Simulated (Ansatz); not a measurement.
**BBrF2H2S (built from SMILES Br.FB(F)S): search for a transition state**

Aim: find the saddle point of a four-centre ligand exchange that is to form B1–Br6, S2–H5 and break B1–S2, H5–Br6, prove it by its vibrations, and relax downhill on both sides to see what it joins.

Method: PBE0-D4, def2-SVP first, then def2-TZVP; program: Ansatz 0.2.0, Gaussian basis.

31 further runs of the same task are left out: 31 set aside as unsound or not needed.

## 1. The starting structure

The guess: 7 atoms, charge 0, spin multiplicity 1.

Atoms are counted from 1 here; the program's logs count them from 0.

Bond lengths: B1–F3 1.305 Å, B1–F4 1.310 Å, S2–H7 1.332 Å. Angles: F3–B1–F4 120.5°.

Coordinates:

```xyz
7
charge 0, multiplicity 1
B    -0.7572   -0.2597   -0.4116
S     1.3473    0.3525   -0.6632
F    -1.0504   -1.3167   -1.1190
F    -1.5426    0.7881   -0.4238
H     1.2829   -0.2483    1.0198
Br   -0.4001   -0.9150    1.8510
H     1.1201    1.5990   -0.2531
```

Distances that are to change: B1–Br6 2.38 Å, S2–H5 1.79 Å, B1–S2 2.21 Å, H5–Br6 1.99 Å.

## 2. Relaxing the guess with the reacting distances held

File hold/in.yaml:

```yaml
crystal:
  periodic: [false, false, false]
  atoms:
    - {symbol: B, position_ang: [-0.757200, -0.259700, -0.411600]}
    - {symbol: S, position_ang: [1.347300, 0.352500, -0.663200]}
    - {symbol: F, position_ang: [-1.050400, -1.316700, -1.119000]}
    - {symbol: F, position_ang: [-1.542600, 0.788100, -0.423800]}
    - {symbol: H, position_ang: [1.282900, -0.248300, 1.019800]}
    - {symbol: Br, position_ang: [-0.400100, -0.915000, 1.851000]}
    - {symbol: H, position_ang: [1.120100, 1.599000, -0.253100]}
basis:
  gaussian: {orbitals: def2-SVP}
hamiltonian: {xc: pbe0, dispersion: d4}
relax: {f_tol: 0.08, max_steps: 120, escape_saddle: false, constraints: [{distance: [0, 5]}, {distance: [1, 4]}, {distance: [0, 1]}, {distance: [4, 5]}]}
```

The command line of these runs was not kept.

After this run come: Saddle search in the small basis; Saddle search in triple zeta; Vibrations at the point found; Relaxing after a step of 0.30 Å one way along the mode; Relaxing after a step of 0.30 Å the other way along the mode.

Before running it: what results should come out? Wanted: imaginary mode; barrier from the start side; barrier from the end side; energy of the step; pairs that change; zero-point energy at the saddle.

**Answer**, as computed:

| quantity | value |
| --- | --- |
| imaginary mode | 740i cm⁻¹ |
| barrier from the start side | 67.4 kJ/mol |
| barrier from the end side | 74.6 kJ/mol |
| energy of the step | -7.2 kJ/mol |
| pairs that change | B1–Br6 formed, S2–H5 formed, B1–S2 broken, H5–Br6 broken |
| zero-point energy at the saddle | 0.680 eV |

What this shows: The point has a single imaginary mode (740i cm⁻¹), as a transition state must. The two relaxations end on the structures that were planned. At PBE0-D4/def2-TZVP the electronic barrier is 67.4 kJ/mol, about 27 kT at 298 K, and the step runs 7.2 kJ/mol downhill. The ends are the nearest minima, not always the lowest complexes.
